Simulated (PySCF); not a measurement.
**One shape, several levels: CHClGaNO (SMILES O=C=[N][GaH][Cl])**

Aim: a comparison of 6 runs (B3LYP/6-31G*, BHLYP/6-31G*, BLYP/6-31G*, PBE0/6-31G*, TPSS/6-31G*, revPBE/6-31G*) of CHClGaNO. The job is set up through a Python script.

The results are computed with PySCF 2.14.0.

2 further runs of the same task are left out: 2 set aside as unsound or not needed.

### Step 1. The molecule

The species is CHClGaNO (6 atoms), meant as a singlet with charge 0. As SMILES, `O=C=[N][GaH][Cl]`. Geometry: relaxed at PBE0-D4/def2-TZVP. This is one conformer, not always the lowest.

Bond lengths: O1–C2 1.163 Å, C2–N3 1.203 Å, N3–Ga4 1.824 Å, Ga4–Cl5 2.132 Å, Ga4–H6 1.540 Å. Angles: O1–C2–N3 176.4°, C2–N3–Ga4 142.4°, N3–Ga4–Cl5 115.2°, N3–Ga4–H6 121.8°, Cl5–Ga4–H6 123.0°.

### Step 2. The energy at B3LYP/6-31G(d) (spherical functions) (run 1)

Input file run.py:

```python
# O=C=[N][GaH][Cl]
from pyscf import gto, dft

molecule = gto.M(
    atom='''
O     -0.700200    -2.626600    -0.696700
C     -0.691800    -1.486000    -0.467600
N     -0.756800    -0.304700    -0.247900
Ga     0.248500     1.124400     0.275700
Cl     2.297400     0.694600     0.677800
H     -0.354900     2.534400     0.412700
''',
    max_memory=1860,
    verbose=3,
    basis='6-31g*',
    charge=0,
)

ks = dft.RKS(molecule, xc='b3lyp')
ks.grids.level = 5
ks.conv_tol = 1e-10
ks.kernel()
if not ks.converged:
    ks = ks.newton().run(ks.mo_coeff, ks.mo_occ)

e_tot = ks.e_tot
print('Final energy', e_tot)
```

The run is started by

```sh
$ OMP_NUM_THREADS=1 python run.py
```

What it wrote:

```text
converged SCF energy = -2553.57762556567
Final energy -2553.5776255656665
```

Run time: 23 s. Hardware: 1 thread of Intel Xeon at 2.70GHz, shared host; peak memory 0.5 GiB.

### Step 3. The energy at BHLYP/6-31G(d) (spherical functions) (run 2)

Input file calc.py:

```python
from pyscf import gto, dft

mol = gto.M(
    atom=[
    ('O', (-0.700200, -2.626600, -0.696700)),
    ('C', (-0.691800, -1.486000, -0.467600)),
    ('N', (-0.756800, -0.304700, -0.247900)),
    ('Ga', (0.248500, 1.124400, 0.275700)),
    ('Cl', (2.297400, 0.694600, 0.677800)),
    ('H', (-0.354900, 2.534400, 0.412700)),
],
    verbose=3,
    max_memory=1860,
    basis='6-31g*',
)

ks = dft.RKS(mol, xc='bhandhlyp')
ks.conv_tol = 1e-10
ks.grids.level = 5
ks.kernel()
if not ks.converged:
    ks = ks.newton().run(ks.mo_coeff, ks.mo_occ)

energy = ks.e_tot
print('Final energy', energy)
```

The run is started by

```sh
$ OMP_NUM_THREADS=1 python calc.py
```

What it wrote:

```text
converged SCF energy = -2553.40131944524
Final energy -2553.4013194452386
```

It took 25 s on 1 thread of Intel Xeon at 2.70GHz, shared host; peak memory 0.49 GiB.

Runs 3 to 4 aren't shown in full; the table further down has their settings and results.

### Step 4. The energy at TPSS/6-31G(d) (spherical functions) (run 5)

Input file geometry.xyz:

```xyz
6

O     -0.700200    -2.626600    -0.696700
C     -0.691800    -1.486000    -0.467600
N     -0.756800    -0.304700    -0.247900
Ga     0.248500     1.124400     0.275700
Cl     2.297400     0.694600     0.677800
H     -0.354900     2.534400     0.412700
```

Input file run.py:

```python
from pyscf import gto, dft

mol = gto.Mole()
mol.atom = 'geometry.xyz'
mol.charge = 0
mol.verbose = 3
mol.basis = '6-31g*'
mol.max_memory = 1860
mol.build()

calc0 = dft.RKS(mol, xc='tpss')
calc0.conv_tol = 1e-10
calc0.grids.level = 5
calc0.kernel()
if not calc0.converged:
    calc0 = calc0.newton().run(calc0.mo_coeff, calc0.mo_occ)

e_tot = calc0.e_tot
print('E = %.10f Eh' % e_tot)
```

The run is started by

```sh
$ OMP_NUM_THREADS=1 python run.py
```

What it wrote:

```text
converged SCF energy = -2553.55552454694
E = -2553.5555245469 Eh
```

Wall time 42 s (1 thread of Intel Xeon at 2.70GHz, shared host); peak memory 0.5 GiB.

### Step 5. A single-point energy at revPBE/6-31G(d) (spherical functions) (run 6)

Input file run.py:

```python
from pyscf import gto, dft

mol = gto.Mole()
mol.atom = '''
O     -1.323186    -4.963555    -1.316572
C     -1.307313    -2.808133    -0.883636
N     -1.430145    -0.575800    -0.468463
Ga     0.469597     2.124808     0.520997
Cl     4.341457     1.312604     1.280856
H     -0.670664     4.789322     0.779890
'''
mol.unit = 'bohr'
mol.spin = 0
mol.verbose = 3
mol.charge = 0
mol.basis = '6-31g*'
mol.max_memory = 1860
mol.build()

ks = dft.RKS(mol, xc='revpbe')
ks.conv_tol = 1e-10
ks.grids.level = 5
ks.kernel()
if not ks.converged:
    ks = ks.newton().run(ks.mo_coeff, ks.mo_occ)

energy = ks.e_tot
print(f'total energy: {energy:.8f} hartree')
```

The run is started by

```sh
$ OMP_NUM_THREADS=1 python run.py
```

What it wrote:

```text
converged SCF energy = -2553.24881403422
total energy: -2553.24881403 hartree
```

Wall time 24 s (1 thread of Intel Xeon at 2.70GHz, shared host); peak memory 0.49 GiB.

### Step 6. Overview of the runs

| run | level | energy (Eh) | dipole moment (D) | HOMO energy (eV) | LUMO energy (eV) | wall time |
| --- | --- | --- | --- | --- | --- | --- |
| 1 | B3LYP/6-31G* (spherical functions) | -2553.577626 | 2.33 | -8.40 | -2.05 | 23 s |
| 2 | BHLYP/6-31G* (spherical functions) | -2553.401319 | 2.59 | -9.98 | -1.06 | 25 s |
| 3 | BLYP/6-31G* (spherical functions) | -2553.549239 | 2.09 | -7.09 | -2.46 | 24 s |
| 4 | PBE0/6-31G* (spherical functions) | -2552.930340 | 2.39 | -8.72 | -1.82 | 23 s |
| 5 | TPSS/6-31G* (spherical functions) | -2553.555525 | 2.12 | -7.38 | -2.44 | 42 s |
| 6 | revPBE/6-31G* (spherical functions) | -2553.248814 | 2.11 | -7.23 | -2.46 | 24 s |

### Step 7. What came out

```
            quantity           value
 run 6: total energy  -2553.24881 Eh
run 6: dipole moment          2.11 D
  run 6: HOMO energy        -7.23 eV
  run 6: LUMO energy        -2.46 eV
run 6: HOMO–LUMO gap         4.77 eV
```

What this shows: The dipole moment (its size) runs from 2.09 D (BLYP/6-31G*) to 2.59 D (BHLYP/6-31G*). The HOMO–LUMO gap runs from 4.63 eV (BLYP/6-31G*) to 8.92 eV (BHLYP/6-31G*). Totals of different functionals can't be ranked against each other. All runs together took 2.7 min, the longest 42 s.
